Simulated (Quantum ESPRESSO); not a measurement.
# ReS2 in Quantum ESPRESSO: the effect of magnetic state

The system is ReS2.

```xyz
3
Lattice="0.0000 2.9720 2.9720 2.9720 0.0000 2.9720 2.9720 2.9720 0.0000" Properties=species:S:1:pos:R:3 pbc="T T T"
Re    0.0000    0.0000    0.0000
S     1.4860    1.4860    1.4860
S     4.4580    4.4580    4.4580
```

Measurements of this composition are mostly on another form, of space group No. 2.

Alike in all runs:

```yaml
Program: Quantum ESPRESSO 7.5
Task: single point
Functional: PBEsol
Potentials_or_basis: PseudoDojo 0.4.1 SR PBEsol standard
Cutoff: 980 eV
Density_cutoff: 3918 eV
k_mesh: 6 × 6 × 6
Occupations: gaussian, width 0.05 eV
Hubbard_terms: Re d U = 3 eV
```

One run gave: pressure -16.0 GPa. Which magnetic state did it use?
A. nm_spin
B. fm
C. nm

B.

| magnetic state | spin | starting moments | fixed moment | pressure (GPa) |
| --- | --- | --- | --- | --- |
| nm | no spin polarisation | - | - | -17.7 |
| nm_spin | collinear spin, zero start | [0.0, 0.0, 0.0] μB | 0 μB | -17.7 |
| fm | collinear spin, ferromagnetic start | [3.0, 0.0, 0.0] μB | - | -16.0 |

Caveats: U without spin polarisation on a metal has little footing (some runs); the total moment is fixed, so each spin has its own Fermi level (some runs).
